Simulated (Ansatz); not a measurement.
# Cl: how the settings move a single-point run

How sensitive is a single-point run of Cl to its settings? A reference run comes first, then five runs with altered input.

Computed with Ansatz 0.2.0 (reference: DFT, HSE06, plane waves, PAW, unless a step's input says otherwise).

2 further runs of the same task are left out: 2 that didn't finish.

## 1. The starting structure

It takes space group Cmce (No. 64, orthorhombic). Conventional cell: a = 6.250 Å, b = 4.014 Å, c = 8.147 Å, α = 90.00°, β = 90.00°, γ = 90.00°. Cl (site symmetry m) is surrounded by 1 Cl at 2.02 Å.

As a file:

```cif
data_structure
_symmetry_space_group_name_H-M 'Cmce'
_symmetry_Int_Tables_number 64
_cell_length_a 6.2505
_cell_length_b 4.0145
_cell_length_c 8.1466
_cell_angle_alpha 90.000
_cell_angle_beta 90.000
_cell_angle_gamma 90.000
_cell_volume 204.42
loop_
_atom_site_label
_atom_site_type_symbol
_atom_site_symmetry_multiplicity
_atom_site_Wyckoff_symbol
_atom_site_fract_x
_atom_site_fract_y
_atom_site_fract_z
_atom_site_occupancy
Cl1 Cl 8 f 0.50000 0.62436 0.60748 1
```

## 2. The reference run

input.yaml

```yaml
crystal:
  lattice:
    - [3.1252371057, -2.0072452166, 0.0]
    - [3.1252371057, 2.0072452166, 0.0]
    - [0.0, 0.0, 8.1465598679]
  atoms:
    - { symbol: Cl, position: [0.8756350467, 0.1243649533, 0.6074783337] }
    - { symbol: Cl, position: [0.1243649533, 0.8756350467, 0.3925216663] }
    - { symbol: Cl, position: [0.6243649533, 0.3756350467, 0.1074783337] }
    - { symbol: Cl, position: [0.3756350467, 0.6243649533, 0.8925216663] }
kpoints:
  mp_grid: { grid: [4, 4, 2] }
hamiltonian:
  xc: hse06
scf:
  occupations: { method: fixed }
  n_extra_bands: 5
output:
  forces: true
  stress: true
  eigenvalues: true
```

Command:

```
$ ansatz run input.yaml --threads 4 --pin off --max-ram 5529MiB --backend cpu --events-out ev --progress --plain --runs-dir out
```

## 3. Changing settings: mp_grid.grid [6, 6, 2], xc pbesol, accuracy low

Edit input.yaml of step 2 so:

```diff
@@ -11,5 +11,5 @@
 kpoints:
-  mp_grid: { grid: [4, 4, 2] }
+  mp_grid: { grid: [6, 6, 2] }
 hamiltonian:
-  xc: hse06
+  xc: pbesol
 scf:
@@ -21 +21,2 @@
   eigenvalues: true
+accuracy: low
```

## 4. Changing settings: exchange pbe, correlation pbe, coeff 0.15, omega 0.3

Edit input.yaml of step 2 so:

```diff
@@ -13,3 +13,3 @@
 hamiltonian:
-  xc: hse06
+  xc: { exchange: pbe, correlation: pbe, exx: { coeff: 0.15, omega: 0.3 } }
 scf:
```

## 5. Changed: exchange pbe, correlation pbe, coeff 0.3, omega 0.3

Edit input.yaml of step 2 so:

```diff
@@ -13,3 +13,3 @@
 hamiltonian:
-  xc: hse06
+  xc: { exchange: pbe, correlation: pbe, exx: { coeff: 0.3, omega: 0.3 } }
 scf:
```

## 6. Variant: exchange pbe, correlation pbe, coeff 0.1, omega 0.1

Edit input.yaml of step 2 so:

```diff
@@ -13,3 +13,3 @@
 hamiltonian:
-  xc: hse06
+  xc: { exchange: pbe, correlation: pbe, exx: { coeff: 0.1, omega: 0.1 } }
 scf:
```

## 7. Changing settings: mp_grid.grid [2, 2, 2]

Edit input.yaml of step 2 so:

```diff
@@ -11,3 +11,3 @@
 kpoints:
-  mp_grid: { grid: [4, 4, 2] }
+  mp_grid: { grid: [2, 2, 2] }
 hamiltonian:
```

**Question.** What will these runs give? Wanted: for each run, ending; energy change; pressure; gap; force.

The runs gave:

```
                                                    run     ending   energy change  pressure (GPa)  gap (eV)  force (eV/Å)  cycles    time
                                              reference  converged               0             1.0      3.80          0.54      12   8.2 s
     1: mp_grid.grid [6, 6, 2], xc pbesol, accuracy low  converged  not comparable             0.1      2.13          0.12       6  0.72 s
2: exchange pbe, correlation pbe, coeff 0.15, omega 0.3  converged  not comparable             1.5      2.99          0.23      10     8 s
 3: exchange pbe, correlation pbe, coeff 0.3, omega 0.3  converged  not comparable             0.8      3.79          0.61      14   9.4 s
 4: exchange pbe, correlation pbe, coeff 0.1, omega 0.1  converged  not comparable             1.7      2.98          0.13       9   7.8 s
                              5: mp_grid.grid [2, 2, 2]  converged  +40.7 meV/atom             1.6      3.82          0.76      12   3.4 s
```

Residual by cycle in the longest SCF loop of each run; runs are numbered as in the table. The quantity is the density residual dr2, in eV.

```
cycle  reference    run 1    run 2    run 3    run 4   run 5
    1     0.0141   0.0152  0.00553   0.0183  0.00309  0.0148
    2    0.00322  0.00349   9.5e-4  0.00395   5.8e-4  0.0032
    3     4.1e-4   1.3e-4   7.1e-5   5.5e-4   3.6e-5  4.2e-4
    4     2.5e-5   1.3e-5   2.1e-6   3.3e-5   1.6e-6  2.1e-5
    5     8.9e-6   3.4e-7   5.6e-7   1.3e-5   2.9e-7  7.6e-6
    6     4.3e-7   1.6e-8        -   5.8e-7        -  3.5e-7
```

**Reading.** «mp_grid.grid [2, 2, 2]» moves the energy by +40.7 meV/atom. Of the variants the dearest is «exchange pbe, correlation pbe, coeff 0.3, omega 0.3» (9.4 s), the cheapest «mp_grid.grid [6, 6, 2], xc pbesol, accuracy low» (0.72 s), on a shared host.
